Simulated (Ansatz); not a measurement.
# Sn2GeO3: the cost of one run

Method: DFT PBE, scalar-relativistic, plane waves, PAW, in Ansatz 0.2.0.

1 further run of the same task is left out (it didn't finish).

**1. The structure to begin with**

The structure is orthorhombic, space group Pmn2_1 (No. 31). The conventional cell has a = 3.498 Å, b = 14.898 Å, c = 4.189 Å, α = 90.00°, β = 90.00°, γ = 90.00°. Sn (site symmetry m) is surrounded by 4 O at 2.20 to 2.32 Å. Around Ge (site symmetry m) lie 3 O at 1.90 to 2.07 Å. O (site symmetry m) has 4 Sn at 2.20 to 2.32 Å as nearest neighbours. Around O (site symmetry m) lie 3 Ge at 1.90 to 2.07 Å.

Coordinates:

```cif
data_structure
_symmetry_space_group_name_H-M 'Pmn2_1'
_symmetry_Int_Tables_number 31
_cell_length_a 3.4979
_cell_length_b 14.8982
_cell_length_c 4.1886
_cell_angle_alpha 90.000
_cell_angle_beta 90.000
_cell_angle_gamma 90.000
_cell_volume 218.27
loop_
_atom_site_label
_atom_site_type_symbol
_atom_site_symmetry_multiplicity
_atom_site_Wyckoff_symbol
_atom_site_fract_x
_atom_site_fract_y
_atom_site_fract_z
_atom_site_occupancy
Sn1 Sn 2 a 0.00000 0.90305 0.00702 1
Sn2 Sn 2 a 0.00000 0.25283 0.00799 1
Ge1 Ge 2 a 0.00000 0.56765 0.92738 1
O1 O 2 a 0.00000 0.83655 0.50704 1
O2 O 2 a 0.00000 0.18622 0.50667 1
O3 O 2 a 0.00000 0.49922 0.54385 1
```

It is the end of an earlier relaxation with the same method, from a generated guess; it is a trial structure. At a tolerance of 0.02 Å it has space group Pmn2_1 (No. 31); it has 18.19 Å³/atom, an uncorrected energy of -1.19 eV/atom over the elements.

**2. Bands, states and charges**

File input.yaml:

```yaml
crystal:
  lattice:
    - [3.497862, 0.0, 0.0]
    - [0.0, 14.8982452, 0.0]
    - [0.0, 0.0, 4.1885671]
  atoms:
    - { symbol: Sn, position: [0.0, 0.903051, 0.007022] }
    - { symbol: Sn, position: [0.0, 0.252831, 0.007992] }
    - { symbol: Sn, position: [0.5, 0.096949, 0.507022] }
    - { symbol: Sn, position: [0.5, 0.747169, 0.507992] }
    - { symbol: Ge, position: [0.0, 0.567653, 0.927375] }
    - { symbol: Ge, position: [0.5, 0.432347, 0.427375] }
    - { symbol: O, position: [0.0, 0.836553, 0.507043] }
    - { symbol: O, position: [0.0, 0.186219, 0.506667] }
    - { symbol: O, position: [0.0, 0.499221, 0.543854] }
    - { symbol: O, position: [0.5, 0.813781, 0.006667] }
    - { symbol: O, position: [0.5, 0.163447, 0.007043] }
    - { symbol: O, position: [0.5, 0.500779, 0.043854] }
basis:
  ecutwfc: 420
kpoints:
  mp_grid: { grid: [8, 2, 8] }
  band_path:
    path:
      - [[0.0, 0.0, 0.0], [0.5, 0.0, 0.0], [0.5, 0.5, 0.0], [0.0, 0.5, 0.0], [0.0, 0.0, 0.0], [0.0, 0.0, 0.5], [0.5, 0.0, 0.5], [0.5, 0.5, 0.5], [0.0, 0.5, 0.5], [0.0, 0.0, 0.5]]
      - [[0.5, 0.0, 0.0], [0.5, 0.0, 0.5]]
      - [[0.0, 0.5, 0.0], [0.0, 0.5, 0.5]]
      - [[0.5, 0.5, 0.0], [0.5, 0.5, 0.5]]
    npoints: 10
hamiltonian:
  xc: pbe
scf:
  occupations: { method: gaussian, width: 0.02 }
  n_extra_bands: 30
output:
  forces: true
  stress: true
  eigenvalues: true
  populations: true
  dos: { projected: true, de: 0.02, nscf_kmesh: { grid: [12, 3, 12] } }
  bader: false
  write_density: true
  write_potential: true
  elf: true
  volumetric_format: npy
```

Run with:

```bash
$ ansatz run input.yaml --threads 4 --pin off --max-ram 8192MiB --backend cpu --events-out ev --progress --plain --runs-dir out
```

Q: Estimate wall time and peak memory on 4 threads of Intel Xeon Platinum 8488C (Sapphire Rapids), shared host.

About 77 s, with a peak of 1.9 GiB.
